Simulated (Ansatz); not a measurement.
**CH5B2ClO2: how energies converge with the basis set**

An exercise on one series of results from a longer session: the logs are not shown, and one member is left open.

Computed with Ansatz 0.2.0, Gaussian basis. Level: one geometry, several basis sets.

The runs, in order: PBE0-D4/def2-SVP; ωB97M-V/def2-SVP; PBE0-D4/def2-QZVPP; ωB97M-V/def2-QZVPP; the functionals' def2-TZVPP values are taken from earlier runs.

## The geometry

The geometry comes from an earlier relaxation with PBE0-D4 in a triple-zeta def2 set; it is a stationary point, not always the lowest conformer.

11 atoms, charge 0, spin multiplicity 1.

Atoms are counted from 1 here; the program's logs count them from 0.

Bond lengths: B1–C2 1.545 Å, B1–H7 1.190 Å, B1–H8 1.196 Å, C2–O3 1.499 Å, C2–O4 1.378 Å, C2–H9 1.090 Å, O3–H10 0.964 Å, O4–B5 1.346 Å, B5–Cl6 1.745 Å, B5–H11 1.195 Å. Angles: C2–B1–H7 119.0°, C2–B1–H8 117.9°, H7–B1–H8 122.4°, B1–C2–O3 68.0°, B1–C2–O4 122.0°, B1–C2–H9 123.6°, O3–C2–O4 108.2°, O3–C2–H9 109.6°, O4–C2–H9 112.2°, C2–O3–H10 109.4°, C2–O4–B5 121.2°, O4–B5–Cl6 118.4°, O4–B5–H11 122.0°, Cl6–B5–H11 119.7°.

The first run:

The input, in.yaml:

```yaml
crystal:
  periodic: [false, false, false]
  atoms:
    - {symbol: B, position_ang: [-1.291145, -1.031123, -0.637415]}
    - {symbol: C, position_ang: [-0.207946, 0.021283, -0.309973]}
    - {symbol: O, position_ang: [0.384734, -1.330864, -0.569544]}
    - {symbol: O, position_ang: [0.091348, 0.381872, 0.986190]}
    - {symbol: B, position_ang: [0.931475, 1.399686, 1.250492]}
    - {symbol: Cl, position_ang: [1.254037, 1.795843, 2.918757]}
    - {symbol: H, position_ang: [-1.816645, -1.615495, 0.256426]}
    - {symbol: H, position_ang: [-1.678119, -1.104273, -1.766418]}
    - {symbol: H, position_ang: [0.179449, 0.735620, -1.036828]}
    - {symbol: H, position_ang: [0.772590, -1.346835, -1.451866]}
    - {symbol: H, position_ang: [1.445622, 2.037285, 0.380780]}
basis:
  gaussian: {orbitals: def2-SVP}
hamiltonian: {xc: pbe0, dispersion: d4}
output: {orbitals: {seedname: orbitals}}
```

Run with:

```console
> ansatz run in.yaml --threads 4 --pin off --events-out ev --progress --plain --max-ram 10444MiB
```

Among the steps run: PBE0-D4 in def2-SVP; ωB97M-V in def2-SVP; PBE0-D4 in def2-QZVPP; ωB97M-V in def2-QZVPP.

One table of the session follows, with a row left open; its other results are not shown here.

It belongs to the step «Functionals by basis». 

```
functional       basis  HOMO (eV)
   PBE0-D4    def2-SVP      -8.45
   PBE0-D4  def2-TZVPP      -8.50
   PBE0-D4  def2-QZVPP          ?
   ωB97M-V    def2-SVP     -10.75
   ωB97M-V  def2-TZVPP     -10.84
   ωB97M-V  def2-QZVPP     -10.86
```

Estimate the missing values for PBE0-D4, def2-QZVPP.

The run gave: HOMO (eV): -8.52. In the column «HOMO (eV)» it lies between ωB97M-V, def2-SVP (-10.75) and PBE0-D4, def2-TZVPP (-8.50).
